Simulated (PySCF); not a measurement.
# YbCl2: other functionals and bases at one geometry

How far do other levels of theory move the description of YbCl2, and what does each cost? The species was built from a template and needn't be a known compound.

Computed with PySCF 2.14.0. Level: several levels, as the steps say, no spin–orbit coupling.

1 further run of the same task is left out (for a known fault of the program).

### Step 1. Starting geometry

3 atoms, charge 0, spin multiplicity 1.

Bond lengths: Yb1–Cl2 2.484 Å, Yb1–Cl3 2.484 Å. Angles: Cl2–Yb1–Cl3 138.8°.

Geometry (Å):

```xyz
3

Yb    0.0000    0.0000   -0.1620
Cl    2.3250    0.0000    0.7125
Cl   -2.3250    0.0000    0.7125
```

Formal oxidation states: Yb +2. An earlier session relaxed this geometry at PBE0, Yb def2-SVP with ECP28, Cl def2-SVP (singlet, point group C2v).

At PBE0 on the finer grid: E = -2079.152991 Eh, HOMO -6.23 eV, LUMO -2.21 eV, Mulliken charge on Yb1 +0.89 e, largest force component 0.006 eV/Å. 

Levels to run: BP86; wB97X; PBE0, TZVP. Hardware: 2 threads of Arm Neoverse V1, shared host.

### Step 2. BP86

The input, run.py (the lines that set the calculation):

```python
mol = gto.M(atom='''
Yb     0.00000     0.00000    -0.16195
Cl     2.32499     0.00000     0.71252
Cl    -2.32499     0.00000     0.71252''',
    basis={'Yb': 'def2-SVP', 'Cl': 'def2-SVP'},
    ecp={'Yb': 'def2-SVP'},
    charge=0, spin=0)
mf = dft.RKS(mol, xc='B88,P86')
mf.grids.atom_grid = (75, 302)  # f atoms: unpruned, at least (60, 302)
mf = mf.density_fit()  # fitting sets: Yb def2-universal-JKFIT, Cl def2-universal-JKFIT
mf.conv_tol = 1e-08; mf.max_cycle = 55
mf.kernel(dm0)  # dm0: the density of the relaxed state
```

On the command line:

```sh
> OMP_NUM_THREADS=2 python run.py
```

### Step 3. wB97X

run.py (the lines that set the calculation): that of step 2 with these lines changed.

```diff
@@ -7,3 +7,3 @@
     charge=0, spin=0)
-mf = dft.RKS(mol, xc='B88,P86')
+mf = dft.RKS(mol, xc='WB97X')
 mf.grids.atom_grid = (75, 302)  # f atoms: unpruned, at least (60, 302)
```

### Step 4. PBE0, TZVP

Basis: Yb def2-TZVP with ECP28, Cl def2-TZVP. 

The input, run.py (the lines that set the calculation):

```python
mol = gto.M(atom='''
Yb     0.00000     0.00000    -0.16195
Cl     2.32499     0.00000     0.71252
Cl    -2.32499     0.00000     0.71252''',
    basis={'Yb': 'def2-TZVP', 'Cl': 'def2-TZVP'},
    ecp={'Yb': 'def2-TZVP'},
    charge=0, spin=0)
mf = dft.RKS(mol, xc='PBE0')
mf.grids.atom_grid = (75, 302)  # f atoms: unpruned, at least (60, 302)
mf = mf.density_fit()  # fitting sets: Yb def2-universal-JKFIT, Cl def2-universal-JKFIT
mf.conv_tol = 1e-08; mf.max_cycle = 55
mf.kernel(dm0)  # dm0: free metal ions and neutral atoms
```

Q: Predict the outcome of this session. Wanted: for each run, HOMO; gap; charge on Yb1; dipole; largest force.

As calculated:

| level | state | HOMO (eV) | gap (eV) | charge on Yb1 (e) | dipole (D) | largest force (eV/Å) | basis functions | time |
| --- | --- | --- | --- | --- | --- | --- | --- | --- |
| PBE0 (relaxed here) | singlet | -6.23 | 4.02 | 0.89 | 5.13 | 0.01 | 117 | 16 s |
| BP86 | singlet | -3.68 | 0.90 | 0.78 | 4.84 | 0.09 | 117 | 7 s |
| wB97X | singlet | -8.73 | 8.37 | 0.91 | 5.31 | 0.09 | 117 | 8.1 s |
| PBE0, TZVP | singlet | -6.41 | 4.09 | 1.12 | 5.22 | 0.13 | 170 | 21 s |

Times are on 2 threads of Arm Neoverse V1, shared host; the first row also made further properties.

In one basis the HOMO–LUMO gap runs from 0.90 eV (BP86) to 8.37 eV (wB97X). The largest leftover force, 0.13 eV/Å with PBE0, TZVP, stands at a geometry relaxed at another level. The Mulliken charge on Yb spans +0.78 to +1.12 e over the levels. Total energies of different levels can't be compared. Spin–orbit coupling is left out throughout.
